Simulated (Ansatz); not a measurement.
# AlCl₂HSe: up Jacob's ladder to CCSD(T)

Aim: compute AlCl₂HSe with functionals from several rungs and with coupled cluster, and see how far each lands from CCSD(T) at the basis-set limit for the atomisation energy.

Method: functionals in def2-TZVPP, the program's frozen cores in correlated methods; program: Ansatz 0.2.0, Gaussian basis.

Levels to be run: LDA (SPW92), PBE-D4, revPBE-D4, BLYP-D4, r2SCAN-D4, B97M-V, PBE0-D4, B3LYP-D4, r2SCANh-D4, r2SCAN0-D4, HSE06-D4, BHLYP-D4, CAM-B3LYP-D4, LC-ωPBE, ωB97X-V, ωB97M-V, B2PLYP, PBE-QIDH; CCSD(T)/def2-SVP; CCSD(T)/def2-TZVPP; MP2/def2-QZVPP; extrapolation to the limit; RPA on PBE.

### Step 1. The relaxed structure

All runs share one geometry, relaxed beforehand with PBE0-D4 in a triple-zeta def2 set.

SMILES `[Cl][Al]([Cl])[SeH]`, 5 atoms, charge 0, spin multiplicity 1.

Atoms are counted from 1 here; the program's logs count them from 0.

Bond lengths: Cl1–Al2 2.080 Å, Al2–Cl3 2.078 Å, Al2–Se4 2.290 Å, Se4–H5 1.470 Å. Angles: Cl1–Al2–Cl3 119.7°, Cl1–Al2–Se4 121.6°, Cl3–Al2–Se4 118.7°, Al2–Se4–H5 90.4°.

### Step 2. LDA

This LDA is Slater exchange with PW92 correlation.

in.yaml

```yaml
crystal:
  periodic: [false, false, false]
  atoms:
    - {symbol: Cl, position_ang: [-1.129102, -1.388582, 1.240079]}
    - {symbol: Al, position_ang: [0.378774, -0.407396, 0.195226]}
    - {symbol: Cl, position_ang: [2.327249, -1.125361, 0.281040]}
    - {symbol: Se, position_ang: [-0.051812, 1.460302, -1.058797]}
    - {symbol: H, position_ang: [-1.475208, 1.387438, -0.698949]}
basis:
  gaussian: {orbitals: def2-TZVPP}
hamiltonian: {xc: lda}
output: {orbitals: {seedname: orbitals}}
```

After this run come: PBE-D4 (GGA); revPBE-D4 (GGA); BLYP-D4 (GGA); r2SCAN-D4 (meta-GGA); B97M-V (meta-GGA); PBE0-D4 (hybrid); B3LYP-D4 (hybrid); r2SCANh-D4 (hybrid); r2SCAN0-D4 (hybrid); HSE06-D4 (hybrid); BHLYP-D4 (hybrid); CAM-B3LYP-D4 (range-separated); LC-ωPBE-D4 (range-separated); ωB97X-V (range-separated); ωB97M-V (range-separated); B2PLYP (double hybrid); PBE-QIDH (double hybrid); CCSD(T) in def2-SVP; CCSD(T) in def2-TZVPP; MP2 in def2-QZVPP; RPA on PBE orbitals.

Q: Predict the results of all the runs planned. Wanted: atomisation energy, CCSD(T)/CBS; farthest beyond LDA; mean size of error, GGA; mean size of error, meta-GGA; mean size of error, hybrid; mean size of error, range-separated; mean size of error, double hybrid; gap, smallest and largest; T1 diagnostic.

As calculated:

```
                               quantity                                           value
        atomisation energy, CCSD(T)/CBS                                   1515.2 kJ/mol
 functionals within 15.2 kJ/mol (1.0 %)  PBE-D4, r2SCAN-D4, B97M-V, r2SCANh-D4, ωB97X-V
                    farthest beyond LDA                         BHLYP-D4 (-73.0 kJ/mol)
                mean size of error, GGA                                     39.3 kJ/mol
           mean size of error, meta-GGA                                     10.0 kJ/mol
             mean size of error, hybrid                                     31.0 kJ/mol
    mean size of error, range-separated                                     29.1 kJ/mol
      mean size of error, double hybrid                                     34.1 kJ/mol
              gap, smallest and largest       4.61 eV (LDA (SPW92)), 11.47 eV (LC-ωPBE)
                          T1 diagnostic                                          0.0086
triples share of the correlation energy                                           3.9 %
```

What this shows: LDA overbinds by 178.6 kJ/mol (12 %). PBE-D4 is off by -7.9 kJ/mol. Double hybrids carry the basis error of their MP2 part in triple zeta, and no dispersion term here, so their miss is partly the set-up's. By mean error the best rung here is meta-GGA (10.0 kJ/mol) and the worst beyond LDA is GGA (39.3 kJ/mol). The reference freezes the cores and leaves out relativity and excitations past (T), and its outer-core shells are covered unevenly, so misses under about 15.2 kJ/mol can't be ranked. All levels share the lack of spin-orbit coupling, which lowers the free heavy atoms and so the true binding. Hartree-Fock recovers 74 % of the binding; the rest is correlation. CCSD(T) in def2-SVP is off by -132.0 kJ/mol, worse than the median functional, from the basis alone. Orbital gaps span 4.6 to 11.5 eV; exact exchange widens them. Correlated methods include outer-core shells of Se, which these sets cover unevenly.
